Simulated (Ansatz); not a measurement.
This script for the Python package of Ansatz (0.2.0) starts 5 runs on Sr₃La, space group Fm-3m. What input does the engine get in each?

The script, `push.py`:
```python
import warnings

import ansatz
import numpy as np


def main() -> None:
    warnings.simplefilter("ignore", ansatz.DeckWarning)

    vectors = np.array([
        [0.0, 4.586212, 4.586212],
        [4.586212, 0.0, 4.586212],
        [4.586212, 4.586212, 0.0],
    ])
    sr3la = (
        ansatz.Lattice.of(vectors)
        .atom("Sr", (0.25, 0.25, 0.25))
        .atom("Sr", (0.75, 0.75, 0.75))
        .atom("Sr", (0.5, 0.5, 0.5))
        .atom("La", (0.0, 0.0, 0.0))
    )

    inverse = np.linalg.inv(np.array(sr3la.lattice.vectors))
    home = np.array(sr3la.sites[3].position)
    values = np.linspace(-0.05, 0.05, 5)
    energies, pulls = [], []
    for shift in values:
        moved = sr3la.move(3, to=home + shift * inverse[1])
        setup = (
            moved.calculation()
            .occupations(ansatz.OccupationsMethod.GAUSSIAN, width=0.15)
            .functional("PBEsol")
            .kpoints(spacing=0.32)
            .forces()
        )
        rep = setup.run(threads=1, pin="off").report
        energies.append(rep["free_energy_ev"])
        pulls.append(rep["forces_ev_ang"][3][1])

    print("shift (A)   dE (eV)   force along y (eV/A)")
    for shift, e, f in zip(values, energies, pulls):
        print(f"{shift:8.3f} {e - energies[2]:10.5f} {f:12.4f}")
    print(f"stiffness from energies {2 * np.polyfit(values, energies, 2)[0]:.3f}, from forces {-np.polyfit(values, pulls, 1)[0]:.3f} eV/A^2")


if __name__ == "__main__":
    main()
```

Run 1:
```yaml
crystal:
  lattice:
    - [0.0, 4.586212, 4.586212]
    - [4.586212, 0.0, 4.586212]
    - [4.586212, 4.586212, 0.0]
  atoms:
    - { symbol: Sr, position: [0.25, 0.25, 0.25] }
    - { symbol: Sr, position: [0.75, 0.75, 0.75] }
    - { symbol: Sr, position: [0.5, 0.5, 0.5] }
    - { symbol: La, position: [-0.005451121753638951, 0.005451121753638951, -0.005451121753638951] }
kpoints:
  mp_grid:
    kspacing: 0.32
hamiltonian:
  xc: pbesol
scf:
  occupations:
    method: gaussian
    width: 0.15
output:
  forces: true
```

Run 2, against run 1:
```diff
-    - { symbol: La, position: [-0.005451121753638951, 0.005451121753638951, -0.005451121753638951] }
+    - { symbol: La, position: [-0.0027255608768194757, 0.0027255608768194757, -0.0027255608768194757] }
```

Run 3, against run 1:
```diff
-    - { symbol: La, position: [-0.005451121753638951, 0.005451121753638951, -0.005451121753638951] }
+    - { symbol: La, position: [0.0, 0.0, 0.0] }
```

Run 4, against run 1:
```diff
-    - { symbol: La, position: [-0.005451121753638951, 0.005451121753638951, -0.005451121753638951] }
+    - { symbol: La, position: [0.0027255608768194765, -0.0027255608768194765, 0.0027255608768194765] }
```

Run 5, against run 1:
```diff
-    - { symbol: La, position: [-0.005451121753638951, 0.005451121753638951, -0.005451121753638951] }
+    - { symbol: La, position: [0.005451121753638951, -0.005451121753638951, 0.005451121753638951] }
```

Output of `python push.py`:
```text
shift (A)   dE (eV)   force along y (eV/A)
  -0.050    0.00236       0.0942
  -0.025    0.00059       0.0471
   0.000    0.00000       0.0000
   0.025    0.00059      -0.0471
   0.050    0.00236      -0.0942
stiffness from energies 1.885, from forces 1.885 eV/A^2
```

The curvature of the energy gives 1.885 eV/Å² and the slope of the force 1.885 eV/Å², a positive curvature.

Reading the output:
- In a metal a curvature from energy changes of a few meV or less hangs on mesh and smearing, in size and even in sign.
- This cell is a computed structure, which may not be the phase found in nature.
- All periodic images of the atom move with it, so the curvature is one diagonal element of the zone-centre force constants and no normal mode; a positive value doesn't exclude soft modes in which several atoms move.
- The whole script took 17 s on 1 thread of Arm Neoverse V2 (shared host), peak memory 0.48 GiB.
